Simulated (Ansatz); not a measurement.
# Cl2HIn: a nudged elastic band, and a look at its input

A nudged elastic band is wanted. The input is run as typed. The step meant is a 1,1-elimination at charge 0 and multiplicity 1, which changes Cl2–H3, In1–Cl2, In1–H3.

The runs use Ansatz 0.2.0, Gaussian basis; PBE0-D4/def2-SVP.

## (1) The structure

```csv
atom,x (Å),y (Å),z (Å)
In1,1.50045,0.38342,-1.04190
Cl2,-0.83661,-0.43553,-1.39447
H3,-0.66614,-0.14634,0.67548
Cl4,0.00241,0.19845,1.76088
```

## (2) The run

The input, run/in.yaml:

```yaml
crystal:
  periodic: [false, false, false]
  atoms:
    - {symbol: In, position_ang: [1.500445, 0.383422, -1.041900]}
    - {symbol: Cl, position_ang: [-0.836612, -0.435532, -1.394465]}
    - {symbol: H, position_ang: [-0.666140, -0.146342, 0.675482]}
    - {symbol: Cl, position_ang: [0.002408, 0.198452, 1.760882]}
basis:
  gaussian: {orbitals: def2-SVP}
hamiltonian: {xc: pbe0, dispersion: d4}
neb:
  images: 5
  climbing: true
  max_iterations: 3
  initial_path: idpp
  final_atoms:
    - {symbol: In, position_ang: [1.713598, 0.511262, -0.535998]}
    - {symbol: Cl, position_ang: [-1.226870, -0.539257, -1.159875]}
    - {symbol: H, position_ang: [-0.909490, -0.292422, 0.098057]}
    - {symbol: Cl, position_ang: [0.422862, 0.320415, 1.597815]}
```

Run with:

```console
ansatz run in.yaml --threads 2 --pin off --events-out ev --progress --plain --max-ram 4352MiB
```

Before running it: what results should come out? Wanted: this run.

**Answer**, as computed:

| quantity | value |
| --- | --- |
| this run | not converged |
| fault | too few iterations |

Three iterations were allowed, too few to relax the band.
